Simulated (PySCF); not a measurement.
# [Y(SH)4]−: other functionals and bases at one geometry

One table from this session's results is given with a row withheld; the runs are named, their logs left out.

The runs use PySCF 2.14.0; several levels, as the steps say, no spin–orbit coupling.

1 further run of the same task is left out (for a known fault of the program).

**Starting geometry**

9 atoms, charge -1, spin multiplicity 1.

Bond lengths: Y1–S2 2.620 Å, Y1–S4 2.620 Å, Y1–S6 2.620 Å, Y1–S8 2.620 Å, S2–H3 1.355 Å, S4–H5 1.355 Å, S6–H7 1.355 Å, S8–H9 1.355 Å. Angles: S2–Y1–S4 112.8°, S2–Y1–S6 107.8°, S2–Y1–S8 107.8°, S4–Y1–S6 107.8°, S4–Y1–S8 107.8°, S6–Y1–S8 112.8°, Y1–S2–H3 87.0°, Y1–S4–H5 87.0°, Y1–S6–H7 87.0°, Y1–S8–H9 87.0°.

As a file:

```xyz
9
H4S4Y
Y     0.0000    0.0000    0.0001
S     1.6217    1.4609    1.4500
H     2.6378    0.9048    0.7467
S    -1.6217   -1.4609    1.4500
H    -2.6378   -0.9048    0.7467
S     1.4609   -1.6218   -1.4497
H     0.9041   -2.6375   -0.7470
S    -1.4609    1.6218   -1.4497
H    -0.9041    2.6375   -0.7470
```

Formal oxidation states: Y +3. An earlier session relaxed this geometry at PBE0, Y def2-SVP with ECP28, S def2-SVP, H def2-SVP (singlet, point group S4).

At PBE0 on the finer grid: E = -1632.735912 Eh, HOMO -3.09 eV, LUMO 3.03 eV, Mulliken charge on Y1 +0.49 e, largest force component 0.011 eV/Å. 

Levels to run: PBE; M06-L; PBE0, TZVP. Hardware: 2 threads of AMD EPYC 7R43 (Zen 3), shared host.

The first run:

run.py (the lines that set the calculation) reads:

```python
mol = gto.M(atom='''
Y      0.00000     0.00000     0.00010
S      1.62168     1.46093     1.44996
H      2.63779     0.90476     0.74669
S     -1.62168    -1.46093     1.44996
H     -2.63779    -0.90476     0.74669
S      1.46095    -1.62180    -1.44965
H      0.90412    -2.63753    -0.74705
S     -1.46095     1.62180    -1.44965
H     -0.90412     2.63753    -0.74705''',
    basis={'Y': 'def2-SVP', 'S': 'def2-SVP', 'H': 'def2-SVP'},
    ecp={'Y': 'def2-SVP'},
    charge=-1, spin=0)
mf = dft.RKS(mol, xc='PBE')
mf.grids.atom_grid = (75, 302)
mf = mf.density_fit()  # fitting sets: Y def2-universal-JKFIT, S def2-universal-JKFIT, H def2-universal-JKFIT
mf.conv_tol = 1e-08; mf.max_cycle = 55
mf.kernel(dm0)  # dm0: the density of the relaxed state
```

The run is started by

```sh
> OMP_NUM_THREADS=2 python run.py
```

Steps of the session up to this table: PBE; M06-L; PBE0, TZVP.

One table of the session follows, with a row left open; its other results are not shown here.

```
              level  HOMO (eV)  gap (eV)  charge on Y1 (e)  largest force component (eV/Å)
PBE0 (relaxed here)      -3.09      6.12              0.49                            0.01
                PBE      -1.85      4.28              0.31                            0.20
              M06-L          ?         ?                 ?                               ?
         PBE0, TZVP      -3.32      6.23              0.97                            0.18
```

Q: Estimate the row for M06-L from the others.

**Answer.** HOMO (eV): -2.11; gap (eV): 5.03; charge on Y1 (e): 0.75; largest force component (eV/Å): 0.18. In the column «HOMO (eV)» it lies between PBE0 (relaxed here) (-3.09) and PBE (-1.85).

In one basis the HOMO–LUMO gap runs from 4.28 eV (PBE) to 6.12 eV (PBE0). The largest leftover force, 0.20 eV/Å with PBE, stands at a geometry relaxed at another level. Total energies of different levels can't be compared.
